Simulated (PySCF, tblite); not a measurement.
# C₄H₁₀FSi+: a rotation path, then NMR shifts on frames, part 2 of 2

tblite 0.8.0 and PySCF 2.14.0. Atoms count from 0. Earlier steps stand in the parts before.

### 5 NMR shieldings: image 5, PBE0/pcSseg-1

The job: settings as JSON, then the geometry in Å.

```
{"job": {"kind": "nmr", "xc": "PBE0", "basis": "pcSseg-1", "pop": false}, "charge": 1, "multiplicity": 1}
C     -1.586900    -1.321200     0.850000
Si    -0.707600     0.002500    -0.152500
C     -1.238100     1.801700    -0.280800
C      0.981200    -0.433400    -0.880800
C      2.146900    -0.070300     0.071500
F      2.884200    -1.189300     0.306100
H     -2.350400    -0.905700     1.507800
H     -2.076100    -2.063600     0.216700
H     -0.870500    -1.864100     1.471700
H     -0.935300     2.346500     0.614800
H     -0.774400     2.302600    -1.133300
H     -2.317100     1.923800    -0.372900
H      1.147400     0.035400    -1.852900
H      1.058300    -1.513000    -1.053900
H      1.814900     0.287000     1.051800
H      2.815900     0.669900    -0.374900
```

With the program's defaults for keys left out, this is: GIAO PBE0/pcSseg-1 NMR shielding, non-relativistic, gas phase.

The log of the run:

```text
coarse grid: 13256 points
cycle   1  E = -546.9167840353  dE =  5.795e-01  |g| = 6.270e-01  |ddm| = 3.337e+00
cycle   2  E = -546.8693824389  dE =  4.740e-02  |g| = 8.378e-01  |ddm| = 1.230e+00
cycle   3  E = -547.0038413584  dE = -1.345e-01  |g| = 9.841e-02  |ddm| = 6.953e-01
cycle   4  E = -547.0052207853  dE = -1.379e-03  |g| = 3.361e-02  |ddm| = 7.993e-02
cycle   5  E = -547.0054534983  dE = -2.327e-04  |g| = 4.940e-03  |ddm| = 2.625e-02
cycle   6  E = -547.0054579029  dE = -4.405e-06  |g| = 1.858e-03  |ddm| = 4.706e-03
final grid: 122088 points
cycle   7  E = -547.0468780153  dE = -2.956e-05  |g| = 9.566e-03  |ddm| = 1.950e-02
cycle   8  E = -547.0468689315  dE =  9.084e-06  |g| = 1.177e-02  |ddm| = 1.389e-02
cycle   9  E = -547.0468999858  dE = -3.105e-05  |g| = 1.258e-03  |ddm| = 7.594e-03
cycle  10  E = -547.0469002330  dE = -2.473e-07  |g| = 2.134e-04  |ddm| = 8.550e-04
cycle  11  E = -547.0469002398  dE = -6.740e-09  |g| = 4.746e-05  |ddm| = 1.751e-04
cycle  12  E = -547.0469002403  dE = -5.346e-10  |g| = 1.030e-05  |ddm| = 7.010e-05
converged SCF energy = -547.0469002403

GIAO shielding tensors (ppm)
atom      isotropic    diamagn.    paramagn.     s11        s22        s33       span
  0 C      168.309     257.351     -89.042    137.270    174.593    193.062     55.792
  1 Si     -53.729     882.694    -936.422   -249.267   -177.206    265.287    514.553
  2 C      167.068     257.640     -90.571    136.376    173.155    191.673     55.297
  3 C      148.111     258.478    -110.368    109.841    156.729    177.761     67.920
  4 C      115.315     243.138    -127.823     73.722     88.400    183.824    110.102
  5 F      389.362     468.660     -79.298    301.345    389.362    477.380    176.035
  6 H       29.038      28.819       0.219     24.816     26.922     35.374     10.558
  7 H       29.306      28.160       1.146     25.268     26.278     36.371     11.103
  8 H       29.114      30.566      -1.452     24.925     27.335     35.082     10.157
  9 H       29.734      29.936      -0.202     26.195     26.660     36.348     10.152
 10 H       29.106      30.148      -1.042     24.831     27.636     34.851     10.020
 11 H       29.206      28.030       1.176     24.981     26.715     35.920     10.939
 12 H       28.276      31.067      -2.791     25.049     26.701     33.077      8.028
 13 H       28.555      31.294      -2.739     25.523     27.782     32.360      6.837
 14 H       27.159      30.304      -3.145     22.410     28.716     30.350      7.939
 15 H       26.244      28.016      -1.772     21.353     26.624     30.756      9.403
```

It took 43 s on 1 thread, shared host.

This run: δ C4 71.6, C3 38.8, C2 19.9, C0 18.6, H15 5.47, H14 4.56 ppm.

### 6 Nuclear shieldings: image 6, PBE0/pcSseg-1

The job: settings as JSON, then the geometry in Å.

```
{"job": {"kind": "nmr", "xc": "PBE0", "basis": "pcSseg-1", "pop": false}, "charge": 1, "multiplicity": 1}
C     -1.596800    -1.294600     0.854800
Si    -0.704800     0.016400    -0.155000
C     -1.232600     1.813700    -0.304700
C      0.980100    -0.469200    -0.856300
C      2.142700    -0.084600     0.086200
F      3.073300    -1.075000     0.049400
H     -2.361900    -0.871300     1.505300
H     -2.086300    -2.039600     0.224800
H     -0.887700    -1.837100     1.485000
H     -0.930900     2.366800     0.586300
H     -0.766500     2.305300    -1.161400
H     -2.311500     1.935100    -0.400500
H      1.167100    -0.045800    -1.846000
H      1.037000    -1.557400    -0.980100
H      1.832100     0.009500     1.132000
H      2.638900     0.836600    -0.231300
```

Level: GIAO PBE0/pcSseg-1 NMR shielding, non-relativistic, gas phase.

The log of the run:

```text
coarse grid: 13256 points
cycle   1  E = -546.9167613759  dE =  5.835e-01  |g| = 6.286e-01  |ddm| = 3.335e+00
cycle   2  E = -546.8639588714  dE =  5.280e-02  |g| = 8.553e-01  |ddm| = 1.269e+00
cycle   3  E = -547.0046805917  dE = -1.407e-01  |g| = 1.031e-01  |ddm| = 7.313e-01
cycle   4  E = -547.0062182424  dE = -1.538e-03  |g| = 3.420e-02  |ddm| = 8.305e-02
cycle   5  E = -547.0064600670  dE = -2.418e-04  |g| = 5.077e-03  |ddm| = 2.659e-02
cycle   6  E = -547.0064647331  dE = -4.666e-06  |g| = 1.898e-03  |ddm| = 4.802e-03
final grid: 122088 points
cycle   7  E = -547.0476052884  dE = -2.924e-05  |g| = 9.673e-03  |ddm| = 2.020e-02
cycle   8  E = -547.0475959849  dE =  9.303e-06  |g| = 1.192e-02  |ddm| = 1.410e-02
cycle   9  E = -547.0476277561  dE = -3.177e-05  |g| = 1.256e-03  |ddm| = 7.649e-03
cycle  10  E = -547.0476280022  dE = -2.461e-07  |g| = 2.104e-04  |ddm| = 8.508e-04
cycle  11  E = -547.0476280087  dE = -6.484e-09  |g| = 4.861e-05  |ddm| = 1.788e-04
cycle  12  E = -547.0476280093  dE = -5.600e-10  |g| = 1.051e-05  |ddm| = 7.191e-05
converged SCF energy = -547.0476280093

GIAO shielding tensors (ppm)
atom      isotropic    diamagn.    paramagn.     s11        s22        s33       span
  0 C      167.840     257.393     -89.553    136.555    174.294    192.671     56.116
  1 Si     -60.195     882.840    -943.035   -253.347   -193.209    265.971    519.318
  2 C      166.578     257.798     -91.219    134.178    174.361    191.195     57.018
  3 C      146.886     258.793    -111.907    103.453    160.891    176.314     72.861
  4 C      114.857     243.056    -128.199     76.083     89.759    178.728    102.645
  5 F      394.055     467.514     -73.460    304.510    401.751    475.903    171.393
  6 H       29.082      28.871       0.211     24.864     26.954     35.429     10.564
  7 H       29.314      28.201       1.114     25.287     26.312     36.343     11.056
  8 H       29.099      30.651      -1.552     24.958     27.346     34.992     10.034
  9 H       29.800      29.997      -0.197     26.277     26.684     36.437     10.160
 10 H       29.020      30.124      -1.104     24.807     27.548     34.705      9.898
 11 H       29.182      28.036       1.145     24.976     26.710     35.859     10.882
 12 H       28.194      30.885      -2.690     25.240     26.561     32.781      7.541
 13 H       28.530      31.527      -2.997     25.259     28.184     32.148      6.889
 14 H       27.115      30.118      -3.003     22.209     28.794     30.343      8.133
 15 H       26.376      28.513      -2.137     21.605     26.934     30.589      8.984
```

Wall time 42 s (1 thread, shared host).

This run: δ C4 72.1, C3 40.0, C2 20.3, C0 19.1, H15 5.34, H14 4.60 ppm.

### 7 Shielding tensors: image 8, PBE0/pcSseg-1

The job: settings as JSON, then the geometry in Å.

```
{"job": {"kind": "nmr", "xc": "PBE0", "basis": "pcSseg-1", "pop": false}, "charge": 1, "multiplicity": 1}
C     -1.701200    -1.238500     0.876400
Si    -0.665200     0.002000    -0.082300
C     -1.198600     1.786700    -0.333700
C      1.008300    -0.552000    -0.757700
C      2.210200    -0.092000     0.085800
F      3.340000    -0.562500    -0.504900
H     -2.466000    -0.751300     1.482100
H     -2.215300    -1.924200     0.201300
H     -1.091300    -1.851200     1.542700
H     -0.953600     2.399000     0.535200
H     -0.710500     2.243900    -1.196800
H     -2.275900     1.869100    -0.481800
H      1.166200    -0.171600    -1.773100
H      1.062400    -1.644400    -0.829000
H      2.183700    -0.502500     1.100300
H      2.299300     0.998300     0.124200
```

Level: GIAO PBE0/pcSseg-1 NMR shielding, non-relativistic, gas phase.

The log of the run:

```text
coarse grid: 13256 points
cycle   1  E = -546.9193389162  dE =  5.835e-01  |g| = 6.298e-01  |ddm| = 3.329e+00
cycle   2  E = -546.8682988669  dE =  5.104e-02  |g| = 8.533e-01  |ddm| = 1.275e+00
cycle   3  E = -547.0082071478  dE = -1.399e-01  |g| = 9.848e-02  |ddm| = 7.320e-01
cycle   4  E = -547.0095808035  dE = -1.374e-03  |g| = 3.466e-02  |ddm| = 7.938e-02
cycle   5  E = -547.0098267009  dE = -2.459e-04  |g| = 4.772e-03  |ddm| = 2.647e-02
cycle   6  E = -547.0098307846  dE = -4.084e-06  |g| = 1.743e-03  |ddm| = 4.424e-03
final grid: 122088 points
cycle   7  E = -547.0511900113  dE = -2.880e-05  |g| = 9.527e-03  |ddm| = 1.979e-02
cycle   8  E = -547.0511819662  dE =  8.045e-06  |g| = 1.153e-02  |ddm| = 1.386e-02
cycle   9  E = -547.0512120183  dE = -3.005e-05  |g| = 1.237e-03  |ddm| = 7.395e-03
cycle  10  E = -547.0512122509  dE = -2.326e-07  |g| = 2.147e-04  |ddm| = 8.223e-04
cycle  11  E = -547.0512122576  dE = -6.711e-09  |g| = 4.889e-05  |ddm| = 1.792e-04
cycle  12  E = -547.0512122581  dE = -5.552e-10  |g| = 1.043e-05  |ddm| = 7.173e-05
converged SCF energy = -547.0512122581

GIAO shielding tensors (ppm)
atom      isotropic    diamagn.    paramagn.     s11        s22        s33       span
  0 C      166.109     257.546     -91.437    132.266    174.641    191.420     59.153
  1 Si     -74.066     883.036    -957.102   -257.238   -230.462    265.502    522.740
  2 C      166.448     257.777     -91.330    132.930    174.863    191.550     58.619
  3 C      143.396     258.948    -115.552     94.377    162.022    173.789     79.412
  4 C      111.486     242.584    -131.098     79.181     90.510    164.768     85.587
  5 F      396.212     466.684     -70.472    343.224    377.532    467.879    124.656
  6 H       29.089      28.916       0.172     24.924     27.159     35.183     10.259
  7 H       29.493      28.361       1.132     25.616     26.424     36.439     10.822
  8 H       29.157      30.420      -1.263     25.109     27.260     35.101      9.991
  9 H       29.699      29.744      -0.045     25.998     26.622     36.476     10.478
 10 H       28.958      30.239      -1.281     24.778     27.420     34.675      9.897
 11 H       29.149      28.327       0.823     25.035     26.863     35.550     10.515
 12 H       28.482      31.013      -2.531     25.531     27.241     32.673      7.142
 13 H       28.208      31.352      -3.144     24.911     27.907     31.805      6.895
 14 H       26.728      29.078      -2.349     21.957     28.004     30.224      8.268
 15 H       26.577      29.205      -2.627     21.651     27.727     30.354      8.704
```

Run time: 41 s. Hardware: 1 thread, shared host.

This run: δ C4 75.4, C3 43.5, C0 20.8, C2 20.5, H15 5.14, H14 4.99 ppm.

### 8 Comparing the runs: NMR shifts

Shifts (ppm) of some atoms, chosen among heavy atoms and hydrogens apart, with basis size and wall time:

| frame | C4 | C3 | C0 | H14 | H12 | Si1 | F5 | functions | time |
| --- | --- | --- | --- | --- | --- | --- | --- | --- | --- |
| image 0 | 87.4 | 38.6 | 20.7 | 5.69 | 2.59 | 400.1 | -215.0 | 159 | 67 s |
| image 2 | 82.3 | 42.5 | 22.1 | 5.24 | 2.51 | 425.6 | -214.8 | 159 | 46 s |
| image 5 | 71.6 | 38.8 | 18.6 | 4.56 | 3.44 | 402.9 | -218.4 | 159 | 43 s |
| image 6 | 72.1 | 40.0 | 19.1 | 4.60 | 3.52 | 409.4 | -223.1 | 159 | 42 s |
| image 8 | 75.4 | 43.5 | 20.8 | 4.99 | 3.24 | 423.2 | -225.3 | 159 | 41 s |

### 9 Summary of results

This closing draws on all 2 parts.

| quantity | value |
| --- | --- |
| barrier | 0.312 eV (7.2 kcal/mol) at image 5 |
| end to end (GFN2-xTB) | 0.251 eV |
| 13C shifts against TMS (PBE0/pcSseg-1, image 0) | 87.4, 38.6, 20.7, 18.2 ppm |
| 1H shifts against TMS (PBE0/pcSseg-1, image 0) | 5.77, 5.69, 3.66, 2.76, 2.61, 2.59, 2.56, 2.43, 2.25, 2.16 ppm |
| 29Si shifts against TMS (PBE0/pcSseg-1, image 0) | 400.1 ppm |
| 19F shifts against CFCl3 (PBE0/pcSseg-1, image 0) | -215.0 ppm |
| range of the shift of Si1 | 400.1 to 425.6 ppm |

In words: Along the band the dihedral turns by 151°, and the top (dihedral 124°) lies 7.2 kcal/mol above the start (GFN2-xTB, rough), so at room temperature this motion is fast. The top was not checked by a frequency run. Shifts at one fixed geometry are not the observed spectrum, which averages over the motion. In the first frame run (image 0): Shielding is most anisotropic at Si1 (span 490 ppm, paramagnetic term -933 ppm). By nearest atom (PBE0/pcSseg-1), the HOMO sits on F5 19 %; H15 18 % and the LUMO on Si1 64 %. In ppm, Si1 moves most: its shift spreads over 25.4 ppm, from 400.1 (image 0) to 425.6 (image 2).
